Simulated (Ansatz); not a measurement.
# TiRh: a single-point run

Wanted: a converged single-point run for TiRh, and a check of what comes out. The structure is shown as the input types it.

Method: DFT, r2SCAN, PAW with other files of Ansatz's library (source ansatz), scalar-relativistic (as first typed), in Ansatz 0.2.0.

1 further run of the same task is left out (it didn't finish).

## Step 1: The starting structure

It takes space group Cm (No. 8, monoclinic). Conventional cell: a = 4.226 Å, b = 4.226 Å, c = 3.350 Å, α = 90.00°, β = 90.00°, γ = 90.00°. Ti (site symmetry m) is surrounded by 1 Rh at 1.56 Å. Rh (site symmetry m) is surrounded by 1 Ti at 1.56 Å.

Structure file:

```cif
data_structure
_symmetry_space_group_name_H-M 'P 1'
_symmetry_Int_Tables_number 1
_cell_length_a 2.9880
_cell_length_b 2.9880
_cell_length_c 3.3500
_cell_angle_alpha 90.000
_cell_angle_beta 90.000
_cell_angle_gamma 90.000
_cell_volume 29.91
loop_
_atom_site_label
_atom_site_type_symbol
_atom_site_fract_x
_atom_site_fract_y
_atom_site_fract_z
_atom_site_occupancy
Ti1 Ti 0.39500 0.39500 0.39500 1
Rh1 Rh 0.10500 0.10500 0.10500 1
```

## Step 2: The run

The input, input.yaml:

```yaml
crystal:
  LATTICE: [[2.988, 0.0, 0.0], [0.0, 2.988, 0.0], [0.0, 0.0, 3.35]]
  atoms:
    - { symbol: Ti, position: [0.395, 0.395, 0.395] }
    - { symbol: Rh, position: [0.105, 0.105, 0.105] }
kpoints:
  mp_grid: { grid: [10, 10, 9] }
scf:
  occupations: { method: fermi_dirac, width: 0.05 }
  max_iter: 50
hamiltonian:
  xc: r2scan
  pseudopotentials: { kind: paw, source: ansatz }
output:
  forces: true
  stress: true
  eigenvalues: true
```

Launch:

```
> ansatz run input.yaml --threads 1 --pin off --max-ram 2048MiB --backend cpu --events-out ev --progress --plain --runs-dir out
```

Q: Will this input give a usable result? If not, why, and what should change?

Nothing was computed: the input was turned down at the start. The line that matters: «line 2 column 3: unknown field `LATTICE`, expected one of checkpoint, saddle_side, structure_sha256, lattice, periodic, ...»

One keyword is written wrongly, so the input can't be read.

What to do: spell the key as the program lists it.
